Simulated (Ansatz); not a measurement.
A first try at Fermi-surface readings of GaC3, space group Pm-3m, using Ansatz 0.2.0 through its Python package.

`fermi_gac3.py`:
```python
"""Area of the Fermi surface of GaC3."""

import ansatz as az

SETTINGS = {
    "xc": "pbe",
    "cutoff_ev": 450,
    "k_spacing": 0.29,
    "occupations": "fermi_dirac",
    "width_ev": 0.1,
    "max_scf": 90,
}


def main() -> None:
    cell = (
        az.Lattice.from_parameters(1.991369, 1.991369, 1.991369, alpha=90.0, beta=90.0, gamma=90.0)
        .atom("Ga", (0.0, 0.0, 0.0))
        .atom("C", (0.0, 0.5, 0.5))
        .atom("C", (0.5, 0.0, 0.5))
        .atom("C", (0.5, 0.5, 0.0))
    )

    model = (
        cell.calculation()
        .functional(SETTINGS["xc"])
        .pseudopotentials("paw")
        .basis(SETTINGS["cutoff_ev"])
        .kpoints(spacing=SETTINGS["k_spacing"])
        .occupations(SETTINGS["occupations"], width=SETTINGS["width_ev"])
        .scf(max_iterations=SETTINGS["max_scf"])
        .eigenstates(nscf_kmesh=(16, 16, 16), level_slopes=True)
    )
    surface = model.run(threads=1).fermi_surface().to_plain()
    for way, reading in surface.items():
        if reading:
            rho_lambda = [f"{v:.3e}" for v in reading["resistivity_times_mean_free_path_ohm_m2"]]
            print(f"{way:24s} area {reading['spin_summed_area_per_ang2']:8.3f} 1/A^2  rho*lambda (ohm m^2) {rho_lambda}")


if __name__ == "__main__":
    main()
```

```console
$ python fermi_gac3.py
by_tetrahedra            area  104.769 1/A^2  rho*lambda (ohm m^2) ['2.918e-16', '2.918e-16', '2.918e-16']
by_slopes                area  133.529 1/A^2  rho*lambda (ohm m^2) ['2.290e-16', '2.290e-16', '2.290e-16']
on_every_second_point    area   99.016 1/A^2  rho*lambda (ohm m^2) ['3.088e-16', '3.088e-16', '3.088e-16']
```

No error stopped it. What is wrong with the input all the same?

The fault: the cell is far too small. The change:

`fermi_gac3.py`
```python
"""Area of the Fermi surface of GaC3."""

import ansatz as az

SETTINGS = {
    "xc": "pbe",
    "cutoff_ev": 450,
    "k_spacing": 0.29,
    "occupations": "fermi_dirac",
    "width_ev": 0.1,
    "max_scf": 90,
}


def main() -> None:
    cell = (
        az.Lattice.from_parameters(3.318948, 3.318948, 3.318948, alpha=90.0, beta=90.0, gamma=90.0)
        .atom("Ga", (0.0, 0.0, 0.0))
        .atom("C", (0.0, 0.5, 0.5))
        .atom("C", (0.5, 0.0, 0.5))
        .atom("C", (0.5, 0.5, 0.0))
    )

    model = (
        cell.calculation()
        .functional(SETTINGS["xc"])
        .pseudopotentials("paw")
        .basis(SETTINGS["cutoff_ev"])
        .kpoints(spacing=SETTINGS["k_spacing"])
        .occupations(SETTINGS["occupations"], width=SETTINGS["width_ev"])
        .scf(max_iterations=SETTINGS["max_scf"])
        .eigenstates(nscf_kmesh=(10, 10, 10), level_slopes=True)
    )
    surface = model.run(threads=1).fermi_surface().to_plain()
    for way, reading in surface.items():
        if reading:
            rho_lambda = [f"{v:.3e}" for v in reading["resistivity_times_mean_free_path_ohm_m2"]]
            print(f"{way:24s} area {reading['spin_summed_area_per_ang2']:8.3f} 1/A^2  rho*lambda (ohm m^2) {rho_lambda}")


if __name__ == "__main__":
    main()
```

With that change:

Output of `python fermi_gac3.py`:
```text
by_tetrahedra            area   69.199 1/A^2  rho*lambda (ohm m^2) ['4.418e-16', '4.418e-16', '4.418e-16']
by_slopes                area   64.171 1/A^2  rho*lambda (ohm m^2) ['4.764e-16', '4.764e-16', '4.764e-16']
on_every_second_point    area   47.713 1/A^2  rho*lambda (ohm m^2) ['6.407e-16', '6.407e-16', '6.407e-16']
```

What to keep in mind:
- For a metal this k-point mesh is coarse: on a finer one energies can move by several to tens of meV an atom and pressures by half a GPa or more, differences at one mesh by less.
- The structure comes from a database of computed cells and needn't be a stable or known phase.
- The three readings differ by the mesh error.
- Run time: 2.9 s on 1 thread of Arm Neoverse V1 (shared host), peak memory 0.33 GiB.
